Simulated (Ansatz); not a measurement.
A nudged elastic band was laid between two geometries of a periodic cell of 17 atoms, Mg8HO8 (host MgO, host structure Fm-3m, interstitial H), cell charge +1.

Theory: DFT LDA, scalar-relativistic, plane waves, PAW (Ansatz). Settings: PAW set soft_1, cutoff 420 eV, k mesh 2x2x2, fermi-dirac smearing 0.02 eV, no spin polarisation.

* movable images: 3
* climbing image: yes
* spring: 5.0 eV/Å²
* optimiser: quadratic models (default)
* start path: IDPP
* force threshold: 0.05 eV/Å
* iteration limit: 80
* end points: relaxed

Image 0:

```xyz
17
Lattice="0.0000 4.2993 4.2993 4.2993 0.0000 4.2993 4.2993 4.2993 0.0000" Properties=species:S:1:pos:R:3
Mg 0.181 -0.010 0.010
O 2.174 2.150 2.150
Mg 2.199 2.145 -0.048
O 4.339 4.319 2.111
Mg 2.140 -0.010 1.970
O 4.300 2.150 4.276
Mg 4.307 2.157 2.143
O 6.455 4.305 4.294
Mg 0.033 2.182 2.118
O 2.203 4.352 4.247
Mg 2.199 4.348 2.155
O 4.339 6.488 4.280
Mg 2.140 2.330 4.310
O 4.300 4.323 6.450
Mg 4.295 4.348 4.251
O 6.469 6.488 6.411
H 2.727 0.577 3.723
```

Image 4:

```xyz
17
Lattice="0.0000 4.2993 4.2993 4.2993 0.0000 4.2993 4.2993 4.2993 0.0000" Properties=species:S:1:pos:R:3
Mg 0.179 -0.011 -0.008
O 2.168 2.187 2.190
Mg 2.197 2.143 0.051
O 4.298 4.322 2.151
Mg 2.197 0.047 2.147
O 4.298 2.148 4.325
Mg 4.330 2.180 2.184
O 6.454 4.304 4.307
Mg 0.005 2.155 2.158
O 2.201 4.350 4.354
Mg 2.139 4.288 2.332
O 4.337 6.486 4.321
Mg 2.139 2.328 4.292
O 4.337 4.317 6.489
Mg 4.293 4.347 4.350
O 6.472 6.447 6.451
H 2.725 0.576 4.879
```

Question: Which bonds break or form, and what moves?

Answer: Contacts lost: Mg5–H17. Contacts made: Mg11–H17. The atom that moves furthest is H17, by 1.16 Å.

Question: What energy profile does the band end with?

Answer: The forces met the threshold. The highest image is number 2 of 0 to 4, 0.052 eV above the ends, which have the same energy within 2 meV. By the program's own check the climbing image is a first-order saddle point (lowest curvatures found: -0.37 and 1.12 eV/Å²). Limits of this set-up: coarse k mesh, PAW files made for another functional, charged cell in a uniform background, uncorrected.

| image | path coordinate (Å) | energy (eV) | Mg5–H17 (Å) | Mg11–H17 (Å) |
| --- | --- | --- | --- | --- |
| 0 | 0.00 | 0.000 | 1.94 | 2.83 |
| 1 | 0.31 | 0.032 | 2.12 | 2.61 |
| 2 | 0.62 | 0.052 | 2.37 | 2.37 |
| 3 | 0.92 | 0.031 | 2.61 | 2.12 |
| 4 | 1.23 | 0.000 | 2.83 | 1.94 |

Question: What is the geometry of the highest image?

Answer: 
```xyz
17
Lattice="0.0000 4.2993 4.2993 4.2993 0.0000 4.2993 4.2993 4.2993 0.0000" Properties=species:S:1:pos:R:3
Mg 0.231 -0.043 0.001
O 2.154 2.178 2.148
Mg 2.222 2.134 0.001
O 4.327 4.303 2.154
Mg 2.178 0.027 2.122
O 4.193 2.045 4.301
Mg 4.306 2.156 2.177
O 6.429 4.277 4.301
Mg 0.007 2.156 2.124
O 2.216 4.366 4.301
Mg 2.178 4.326 2.180
O 4.343 6.493 4.301
Mg 2.106 2.382 4.301
O 4.327 4.303 6.447
Mg 4.284 4.369 4.301
O 6.454 6.477 6.453
H 2.829 0.682 4.301
```

The run took 3.1 min on 1 thread of Intel(R) Xeon(R) Platinum 8488C (Sapphire Rapids), on a shared host, peak memory 0.65 GiB.
